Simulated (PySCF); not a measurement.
**MoF6: electronic structure in real space**

For MoF6, the scripts below analyse its density (charges, bond critical points, surface potential), see where an electron leaves and enters and measure its response to a uniform field.

Computed with PySCF 2.14.0. Level: levels as typed in each script, gas phase, geometry from GFN2-xTB.

### Step 1. The system as given

SMILES `F[Mo](F)(F)(F)(F)F`, 7 atoms, charge 0, spin multiplicity 1.

Bond lengths: F1–Mo2 1.737 Å, Mo2–F3 1.737 Å, Mo2–F4 1.737 Å, Mo2–F5 1.737 Å, Mo2–F6 1.737 Å, Mo2–F7 1.737 Å. Angles: F1–Mo2–F3 90.0°, F1–Mo2–F4 180.0°, F1–Mo2–F5 90.0°, F1–Mo2–F6 90.0°, F1–Mo2–F7 90.0°, F3–Mo2–F4 90.0°, F3–Mo2–F5 180.0°, F3–Mo2–F6 90.0°, F3–Mo2–F7 90.0°, F4–Mo2–F5 90.0°, F4–Mo2–F6 90.0°, F4–Mo2–F7 90.0°, F5–Mo2–F6 90.0°, F5–Mo2–F7 90.0°, F6–Mo2–F7 180.0°.

Geometry (Å):

```tsv
atom	x (Å)	y (Å)	z (Å)
F1	1.0832	-0.6577	-1.1874
Mo2	0.0000	0.0000	0.0000
F3	-1.1157	0.4341	-1.2580
F4	-1.0832	0.6577	1.1874
F5	1.1157	-0.4340	1.2581
F6	0.7733	1.5475	-0.1518
F7	-0.7733	-1.5475	0.1517
```

### Step 2. Density, bond paths and surface potential (PBE0/def2-tzvp)

Input file input.py:

```python
import numpy as np
from pyscf import gto, scf, dft
from pyscf.scf import atom_ks, atom_hf
from scipy.linalg import block_diag

def solve(mol, dm0=None, hcore=None):
    mf = (dft.UKS if mol.spin else dft.RKS)(mol, xc='pbe0')
    mf.grids.level = 3
    mf = mf.density_fit(auxbasis='def2-universal-jkfit')
    mf.conv_tol, mf.max_cycle = 1e-8, 80
    if hcore is not None:
        mf.get_hcore = lambda *args: hcore
    mf.kernel(dm0)
    if not mf.converged:
        mf = mf.newton().run(mf.mo_coeff, mf.mo_occ, max_cycle=30)
    assert mf.converged, 'SCF not converged'
    return mf

mol = gto.M(atom='''
F      1.08322    -0.65769    -1.18743
Mo    -0.00002     0.00000    -0.00001
F     -1.11570     0.43410    -1.25798
F     -1.08316     0.65767     1.18744
F      1.11567    -0.43405     1.25810
F      0.77331     1.54751    -0.15182
F     -0.77326    -1.54754     0.15171
''', basis='def2-tzvp', ecp={'Mo': 'def2-tzvp'}, charge=0, spin=0, verbose=4)
mf = solve(mol)
mf.analyze()
# spherically averaged free atoms, for the promolecule
atom_ks.AtomSphAverageRKS.init_guess_by_vsap = lambda self, mol=None: self.init_guess_by_minao(mol)  # core potentials
atm = atom_ks.get_atm_nrks(mol, xc='pbe0')
pro = block_diag(*[(atm[a[0]][2] * atm[a[0]][3]) @ atm[a[0]][2].T for a in mol._atom])
np.savez('result.npz', e=mf.e_tot, c=mf.mo_coeff, occ=mf.mo_occ, eps=mf.mo_energy, pro=pro, dip=mf.dip_moment(verbose=0), s2=mf.spin_square()[0])
```

Command:

```sh
$ OMP_NUM_THREADS=1 python input.py
```

### Step 4. Removing and adding an electron (PBE0/def2-tzvp)

Edit input.py of step 2 so:

```diff
@@ -28,3 +28,12 @@
 mf = solve(mol)
-mf.analyze()
+out = dict(e0=mf.e_tot, dm0=mf.make_rdm1(), c=mf.mo_coeff, occ=mf.mo_occ, eps=mf.mo_energy)
+for name, dq, spin in [('cation', 1, 1)]:
+    ion = mol.copy().set(charge=mol.charge + dq, spin=spin).build()
+    mi = solve(ion)
+    if spin and dq > 0 and mol.nao < 130:
+        c, _, stable, _ = mi.stability(return_status=True)
+        if not stable:
+            mi = solve(ion, mi.make_rdm1(c, mi.mo_occ))
+    print(name, 'vertical energy change / eV', (mi.e_tot - mf.e_tot) * 27.211386)
+    out.update({'e_' + name: mi.e_tot, 'dm_' + name: mi.make_rdm1(), 's2_' + name: mi.spin_square()[0], 'eps_' + name: mi.mo_energy, 'occ_' + name: mi.mo_occ})
 # spherically averaged free atoms, for the promolecule
@@ -33,2 +42,2 @@
 pro = block_diag(*[(atm[a[0]][2] * atm[a[0]][3]) @ atm[a[0]][2].T for a in mol._atom])
-np.savez('result.npz', e=mf.e_tot, c=mf.mo_coeff, occ=mf.mo_occ, eps=mf.mo_energy, pro=pro, dip=mf.dip_moment(verbose=0), s2=mf.spin_square()[0])
+np.savez('result.npz', pro=pro, **out)
```

### Step 5. Response to an electric field (PBE0/def2-tzvp)

Input file input.py:

```python
import numpy as np
from pyscf import gto, scf, dft
from pyscf.scf import atom_ks, atom_hf
from scipy.linalg import block_diag

def solve(mol, dm0=None, hcore=None):
    mf = (dft.UKS if mol.spin else dft.RKS)(mol, xc='pbe0')
    mf.grids.level = 3
    mf = mf.density_fit(auxbasis='def2-universal-jkfit')
    mf.conv_tol, mf.max_cycle = 1e-8, 80
    if hcore is not None:
        mf.get_hcore = lambda *args: hcore
    mf.kernel(dm0)
    if not mf.converged:
        mf = mf.newton().run(mf.mo_coeff, mf.mo_occ, max_cycle=30)
    assert mf.converged, 'SCF not converged'
    return mf

mol = gto.M(atom='''
F      1.08322    -0.65769    -1.18743
Mo    -0.00002     0.00000    -0.00001
F     -1.11570     0.43410    -1.25798
F     -1.08316     0.65767     1.18744
F      1.11567    -0.43405     1.25810
F      0.77331     1.54751    -0.15182
F     -0.77326    -1.54754     0.15171
''', basis='def2-tzvp', ecp={'Mo': 'def2-tzvp'}, charge=0, spin=0, verbose=4)
field = np.array([0.004, 0.0, 0.0])  # atomic units
mol.set_common_orig(mol.atom_charges() @ mol.atom_coords() / mol.atom_charges().sum())
mf = solve(mol)
out = dict(dm0=mf.make_rdm1(), d0=mf.dip_moment(unit='AU'), e0=mf.e_tot)
for name, sign in (('p', 1), ('m', -1)):
    h = mf.get_hcore() + sign * np.einsum('x,xij->ij', field, mol.intor('int1e_r'))
    mi = solve(mol, mf.make_rdm1(), h)
    out.update({'dm' + name: mi.make_rdm1(), 'd' + name: mi.dip_moment(unit='AU'), 'e' + name: mi.e_tot})
# spherically averaged free atoms, for the promolecule
atom_ks.AtomSphAverageRKS.init_guess_by_vsap = lambda self, mol=None: self.init_guess_by_minao(mol)  # core potentials
atm = atom_ks.get_atm_nrks(mol, xc='pbe0')
pro = block_diag(*[(atm[a[0]][2] * atm[a[0]][3]) @ atm[a[0]][2].T for a in mol._atom])
np.savez('result.npz', pro=pro, **out)
```

(Steps that only read results are left out.)

Q: Predict the outcome of this session. Wanted: dipole moment; HOMO, LUMO; polarisability along the field.

The runs gave:

| quantity | value |
| --- | --- |
| dipole moment (PBE0/def2-tzvp) | 0.00 D |
| HOMO, LUMO (PBE0/def2-tzvp) | -12.73, -4.52 eV |
| polarisability along the field (PBE0/def2-tzvp) | 39.9 bohr³ |

At PBE0/def2-tzvp: The highest Hirshfeld charge is on Mo2 (+1.11 e), the lowest on F1, F3, F4, F5, F6 and F7 (−0.19 e). All values hold at the given geometry, in the gas phase.
